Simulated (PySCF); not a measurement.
# FNdO (Nd(O)(F)+): the cost of one run

Method: PBE0, Nd lcecp-2-SVP with ECP48, O def2-SVP, F def2-SVP; scalar-relativistic core potentials, no spin–orbit coupling; program: PySCF 2.14.0.

1 further run of the same task is left out (for a known fault of the program).

### 1 The system as given

3 atoms, charge 1, spin multiplicity 1.

Bond lengths: Nd1–O2 1.763 Å, Nd1–F3 2.032 Å. Angles: O2–Nd1–F3 131.8°.

Coordinates:

```xyz
3
charge 1, multiplicity 1
Nd    0.0000    0.0000    0.0000
O     1.6092    0.0000    0.7202
F    -1.8545    0.0000    0.8299
```

Formal oxidation states: Nd +4. Each metal's 2 4f electrons lie in its core potential, so multiplicities, spins and levels count the valence alone.

### 2 SCF at the start, singlet

run.py (the lines that set the calculation) reads:

```python
mol = gto.M(atom='''
Nd     0.00000     0.00000     0.00000
O      1.60920     0.00000     0.72020
F     -1.85450     0.00000     0.82990''',
    basis={'Nd': 'lcecp-2-SVP', 'O': 'def2-SVP', 'F': 'def2-SVP'},
    ecp={'Nd': 'lcecp-2-SVP'},
    charge=1, spin=0)
mf = dft.RKS(mol, xc='PBE0')
mf.grids.atom_grid = (50, 194)  # f atoms: unpruned, at least (60, 302)
mf = mf.density_fit()  # fitting sets: Nd AutoAux, O def2-universal-JKFIT, F def2-universal-JKFIT
mf.conv_tol = 1e-08; mf.max_cycle = 55
mf.kernel(dm0)  # dm0: free metal ions and neutral atoms
```

Command:

```bash
> OMP_NUM_THREADS=2 python run.py
```

What time and memory should one allow on 2 threads of Intel Xeon Platinum 8375C at 2.90GHz (Ice Lake), shared host?

About 2.7 s, with a peak of 0.31 GiB.
